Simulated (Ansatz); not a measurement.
# AgH₄NO: up Jacob's ladder to CCSD(T)

One table from this session's results is given with a row withheld; the runs are named, their logs left out.

Computed with Ansatz 0.2.0, Gaussian basis. Level: functionals in def2-TZVPP, the program's frozen cores in correlated methods.

The runs, in order: LDA (SPW92), PBE-D4, revPBE-D4, BLYP-D4, r2SCAN-D4, B97M-V, PBE0-D4, B3LYP-D4, r2SCANh-D4, r2SCAN0-D4, HSE06-D4, BHLYP-D4, CAM-B3LYP-D4, LC-ωPBE, ωB97X-V, ωB97M-V, B2PLYP, PBE-QIDH; CCSD(T)/def2-SVP; CCSD(T)/def2-TZVPP; CCSD(T)/def2-QZVPP; extrapolation to the limit; RPA on PBE.

### The geometry

An earlier PBE0-D4 in a triple-zeta def2 set relaxation fixed the geometry. Ag takes the def2 core potential; no spin-orbit term is included.

SMILES `[NH3+][Ag-][OH]`, 7 atoms, charge 0, spin multiplicity 1.

Atoms are counted from 1 here; the program's logs count them from 0.

Bond lengths: N1–Ag2 2.137 Å, N1–H4 1.013 Å, N1–H5 1.014 Å, N1–H6 1.014 Å, Ag2–O3 1.979 Å, O3–H7 0.960 Å. Angles: Ag2–N1–H4 111.0°, Ag2–N1–H5 111.3°, Ag2–N1–H6 111.1°, H4–N1–H5 107.8°, H4–N1–H6 107.7°, H5–N1–H6 107.8°, N1–Ag2–O3 176.2°, Ag2–O3–H7 109.6°.

Set-up of the first run:

Contents of in.yaml:

```yaml
crystal:
  periodic: [false, false, false]
  atoms:
    - {symbol: N, position_ang: [-1.195003, 0.656241, -0.218600]}
    - {symbol: Ag, position_ang: [0.701353, -0.245257, 0.180282]}
    - {symbol: O, position_ang: [2.493346, -0.967563, 0.606455]}
    - {symbol: H, position_ang: [-1.889779, -0.045297, -0.446746]}
    - {symbol: H, position_ang: [-1.138875, 1.301029, -0.998535]}
    - {symbol: H, position_ang: [-1.530381, 1.172164, 0.586897]}
    - {symbol: H, position_ang: [2.559349, -1.871317, 0.290237]}
basis:
  gaussian: {orbitals: def2-TZVPP}
hamiltonian: {xc: lda}
output: {orbitals: {seedname: orbitals}}
```

Command:

```sh
ansatz run in.yaml --threads 2 --pin off --events-out ev --progress --plain --max-ram 32768MiB --backend cpu
```

Steps of the session up to this table: LDA; PBE-D4 (GGA); revPBE-D4 (GGA); BLYP-D4 (GGA); r2SCAN-D4 (meta-GGA); B97M-V (meta-GGA); B3LYP-D4 (hybrid); r2SCANh-D4 (hybrid); r2SCAN0-D4 (hybrid); HSE06-D4 (hybrid); BHLYP-D4 (hybrid); CAM-B3LYP-D4 (range-separated); LC-ωPBE (range-separated); ωB97X-V (range-separated); ωB97M-V (range-separated); B2PLYP (double hybrid); PBE-QIDH (double hybrid).

One table of the session follows, with a row left open; its other results are not shown here.

It belongs to the step «Orbital energies across the functionals». 

```
  functional  HOMO (eV)  gap (eV)
 LDA (SPW92)      -4.71      3.05
      PBE-D4      -4.47      2.92
   revPBE-D4          ?         ?
     BLYP-D4      -4.41      2.83
   r2SCAN-D4      -4.68      3.64
      B97M-V      -4.79      3.34
     PBE0-D4      -5.89      5.11
    B3LYP-D4      -5.71      4.59
  r2SCANh-D4      -5.23      4.45
  r2SCAN0-D4      -6.08      5.65
    HSE06-D4      -5.49      4.35
    BHLYP-D4      -7.34      7.11
CAM-B3LYP-D4      -7.36      7.30
     LC-ωPBE      -8.59      9.76
     ωB97X-V      -8.30      9.30
     ωB97M-V      -8.30      8.85
```

**Question.** Estimate the row for revPBE-D4.

The run gave: HOMO (eV): -4.38; gap (eV): 2.88. In the column «HOMO (eV)» it is the highest.
